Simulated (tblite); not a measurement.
# C5H7BOS: the cost of one run

The runs use tblite 0.8.0 and PySCF 2.14.0, with density-fitted response routines of our own; the level of theory stands in each step. All values are computed, except where a source is named. Atoms count from 0, in the outputs and in this text.

### Step 1. Starting geometry

15 atoms, charge 0, multiplicity 1; geometry from: force field or distance geometry start.

Bonds of the start (Å): C0–O1 1.39, O1–B2 1.44, B2–C3 1.59, C3–C4 1.39, C4–C5 1.35, C5–C6 1.36, C6–S7 1.86, S7–C3 1.91, C0–H8 1.11, C0–H9 1.10, C0–H10 1.13, B2–H11 1.19, C4–H12 1.10, C5–H13 1.10, C6–H14 1.11.

### Step 2. Relaxing the molecule with GFN2-xTB

Job settings and geometry (Å):

```
{"job": {"kind": "relax", "xc": "GFN2-xTB", "basis": "xTB"}, "charge": 0, "multiplicity": 1}
C      2.267300     0.199300    -0.024900
O      2.095300    -1.108700    -0.457400
B      0.804600    -1.331900    -1.063700
C     -0.370400    -0.383600    -0.559500
C     -0.979900    -0.514900     0.679500
C     -1.953700     0.383700     0.916200
C     -2.186700     1.285000    -0.077900
S     -1.092500     1.065400    -1.571800
H      1.787100     0.929300    -0.708300
H      3.350900     0.384900     0.038400
H      1.871500     0.335400     1.025600
H      0.552600    -2.426900    -1.448900
H     -0.679000    -1.300100     1.393000
H     -2.518900     0.401900     1.861800
H     -2.952500     2.089300    -0.024300
```

The run is started by

```
$ OMP_NUM_THREADS=1 python probes_run.py task.json out
```

One launch serves the whole session: the jobs run in the order shown.

Q: Estimate the wall time and peak memory of this first job on 1 thread of Intel Xeon at 2.50GHz, shared host.

About 3.6 s, with a peak of 0.18 GiB.
